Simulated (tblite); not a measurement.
# C5H10BNO: the cost of one run

Programs: tblite 0.8.0 and PySCF 2.14.0, with density-fitted response routines of our own. Each step states its level of theory. These are calculated values for one molecule in the gas phase, unless marked as measured. Atoms are numbered from 0 throughout.

**1. Starting geometry**

18 atoms, charge 0, multiplicity 1; geometry from: force field or distance geometry start.

Bonds of the start (Å): C0–C1 1.31, C1–C2 1.53, C2–O3 1.39, O3–B4 1.49, B4–N5 1.50, N5–C6 1.17, C6–C7 1.48, C0–H8 1.09, C0–H9 1.11, C1–H10 1.08, C2–H11 1.11, C2–H12 1.09, B4–H13 1.20, B4–H14 1.19, C7–H15 1.11, C7–H16 1.10, C7–H17 1.08.

**2. Optimising the geometry with GFN2-xTB**

Job settings and geometry (Å):

```
{"job": {"kind": "relax", "xc": "GFN2-xTB", "basis": "xTB"}, "charge": 0, "multiplicity": 1}
C     -2.851600     1.345000    -0.737800
C     -2.996200     0.044100    -0.636300
C     -1.846900    -0.854200    -0.191400
O     -0.715400    -0.072500     0.041800
B      0.357200    -1.008800     0.475800
N      1.638000    -0.364100     0.049500
C      2.642800     0.143600    -0.262300
C      3.907400     0.807600    -0.657300
H     -1.888600     1.811000    -0.507100
H     -3.726100     1.951000    -1.052100
H     -3.951400    -0.419500    -0.855300
H     -2.101000    -1.405400     0.743800
H     -1.671200    -1.608000    -0.957700
H      0.191200    -2.033100    -0.129700
H      0.329700    -1.209400     1.643700
H      4.700100     0.597600     0.090500
H      4.276500     0.411400    -1.620200
H      3.696800     1.869900    -0.714400
```

Launch:

```bash
> OMP_NUM_THREADS=1 python probes_run.py task.json out
```

One launch serves the whole session: the jobs run in the order shown.

Q: Estimate the wall time and peak memory of this first job on 1 thread of Intel Xeon at 2.50GHz, shared host.

About 4.2 s, with a peak of 0.18 GiB.
